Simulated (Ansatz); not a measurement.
**CH4Ge (triplet): wave-function methods side by side, cc-pVDZ**

One table from this session's results is given with a row withheld; the runs are named, their logs left out.

The runs use Ansatz 0.2.0, Gaussian basis; cc-pVDZ, core rule «outside noble gas», up to 15 orbitals frozen.

The runs, in order: UHF; CCSD(T) on ROHF; CCSD(T) on UHF; BCCD(T) on ROHF; CISD; CCSDT(Q) on ROHF; CCSDT(Q) on UHF; CASSCF and NEVPT2, 10 electrons in 10 orbitals.

16 further runs of the same task are left out: 6 that didn't finish, 10 set aside as unsound or not needed.

### The system

The geometry is a PBE0/def2-TZVP stationary point (not a proven minimum) of the parent state, kept for this charge and spin. No spin-orbit coupling is included. The filled d shell of Ge may be among the frozen orbitals whatever the setting's name suggests; the logs give the count.

6 atoms, charge 0, spin multiplicity 3.

Atoms are counted from 1 here; the program's logs count them from 0.

Bond lengths: Ge1–C2 1.963 Å, Ge1–H3 1.544 Å, Ge1–H4 1.540 Å, Ge1–H5 1.540 Å, C2–H6 1.109 Å. Angles: C2–Ge1–H3 120.4°, C2–Ge1–H4 104.4°, C2–Ge1–H5 104.4°, H3–Ge1–H4 109.4°, H3–Ge1–H5 109.4°, H4–Ge1–H5 108.2°, Ge1–C2–H6 108.7°.

As a file:

```xyz
6
charge 0, multiplicity 3
Ge    0.0000    0.0143    0.2743
C     0.0000   -0.1487   -1.6818
H     0.0000    1.4061    0.9431
H     1.2475   -0.7687    0.7247
H    -1.2475   -0.7687    0.7247
H     0.0000    0.8692   -2.1231
```

The first run:

The input, in.yaml:

```yaml
crystal:
  periodic: [false, false, false]
  atoms:
    - {symbol: Ge, position_ang: [0.000000, 0.014339, 0.274342]}
    - {symbol: C, position_ang: [0.000000, -0.148650, -1.681807]}
    - {symbol: H, position_ang: [0.000002, 1.406130, 0.943111]}
    - {symbol: H, position_ang: [1.247538, -0.768698, 0.724686]}
    - {symbol: H, position_ang: [-1.247540, -0.768695, 0.724686]}
    - {symbol: H, position_ang: [0.000001, 0.869212, -2.123146]}
basis:
  gaussian: {orbitals: cc-pVDZ}
magnetization: {spin_polarized: true, initial_magnetization: 2}
hamiltonian: {xc: hf}
output: {orbitals: {seedname: orbitals}}
```

On the command line:

```console
$ ansatz run in.yaml --threads 1 --pin off --events-out ev --progress --plain --max-ram 2393MiB
```

Steps of the session up to this table: UHF; CCSD(T) on ROHF; CCSD(T) on UHF; BCCD(T) on ROHF; CISD; CCSDT(Q) on ROHF; CCSDT(Q) on UHF; CASSCF and NEVPT2, 10 electrons in 10 orbitals.

One of the session's tables, all rows but one given; the rest of the session is left out.

| method | from UCCSDT(Q) (kJ/mol) |
| --- | --- |
| ROHF | +628.8 |
| UHF | +616.2 |
| RMP2 | +126.1 |
| UMP2 | +125.4 |
| CISD | +63.4 |
| RCCSD | +17.0 |
| UCCSD | +16.8 |
| RCCSD(T) | +3.5 |
| UCCSD(T) | +3.4 |
| BCCD(T) | +3.4 |
| RCCSDT | +0.7 |
| UCCSDT | +0.6 |
| RCCSDT(Q) | ? |
| UCCSDT(Q) | 0 |

Q: Estimate the row for RCCSDT(Q) from the others.

The run gave: from UCCSDT(Q) (kJ/mol): +0.1. In the column «from UCCSDT(Q) (kJ/mol)» it lies between UCCSDT(Q) (0) and UCCSDT (+0.6).

Left out of the table: CASSCF frontier, NEVPT2 frontier (the active space lost an orbital or holds another state than full CI finds).

Limits of these values: Restricted and unrestricted rows rest on different reference determinants; where their highest levels disagree by more than a few hundredths of an eV, they describe different states and don't form one ladder. Warnings in the runs' records: passed over end.
